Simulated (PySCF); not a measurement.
# CH2OPr (Pr(H2CO)3+): the cost of one run

Method: several levels, as the steps say, no spin–orbit coupling; program: PySCF 2.14.0.

1 further run of the same task is left out (for a known fault of the program).

## (1) The system as given

5 atoms, charge 3, spin multiplicity 1.

Bond lengths: Pr1–O2 2.173 Å, O2–C3 1.264 Å, C3–H4 1.113 Å, C3–H5 1.113 Å. Angles: Pr1–O2–C3 180.0°, O2–C3–H4 119.4°, O2–C3–H5 119.4°, H4–C3–H5 121.3°.

Coordinates:

```xyz
5
CH2OPr
Pr    0.0000    0.0000   -0.2751
O     0.0000    0.0000    1.8976
C     0.0000    0.0000    3.1621
H     0.9698    0.0000    3.7077
H    -0.9698    0.0000    3.7077
```

Formal oxidation states: Pr +3. Each metal's 2 4f electrons lie in its core potential, so multiplicities, spins and levels count the valence alone. An earlier session relaxed this geometry at PBE0, Pr lcecp-1-SVP with ECP48, O def2-SVP, C def2-SVP, H def2-SVP (singlet, point group C2v).

At PBE0 on the finer grid: E = -145.903037 Eh, HOMO -24.75 eV, LUMO -19.12 eV, Mulliken charge on Pr1 +2.49 e, largest force component 0.006 eV/Å. 

Levels to run: r2SCAN; wB97X; PBE0, TZVP. Hardware: 2 threads of Arm Neoverse V1, shared host.

## (2) r2SCAN

Contents of run.py (the lines that set the calculation):

```python
mol = gto.M(atom='''
Pr     0.00000     0.00000    -0.27511
O      0.00000     0.00000     1.89760
C      0.00000     0.00000     3.16209
H      0.96976     0.00000     3.70774
H     -0.96976     0.00000     3.70774''',
    basis={'Pr': 'lcecp-1-SVP', 'O': 'def2-SVP', 'C': 'def2-SVP', 'H': 'def2-SVP'},
    ecp={'Pr': 'lcecp-1-SVP'},
    charge=3, spin=0)
mf = dft.RKS(mol, xc='R2SCAN')
mf.grids.atom_grid = (75, 302)  # f atoms: unpruned, at least (60, 302)
mf = mf.density_fit()  # fitting sets: Pr AutoAux, O def2-universal-JKFIT, C def2-universal-JKFIT, H def2-universal-JKFIT
mf.conv_tol = 1e-08; mf.max_cycle = 55
mf.kernel(dm0)  # dm0: the density of the relaxed state
```

On the command line:

```console
OMP_NUM_THREADS=2 python run.py
```

**Question.** How long does this run take on 2 threads of Arm Neoverse V1, shared host?

About 3.3 s.
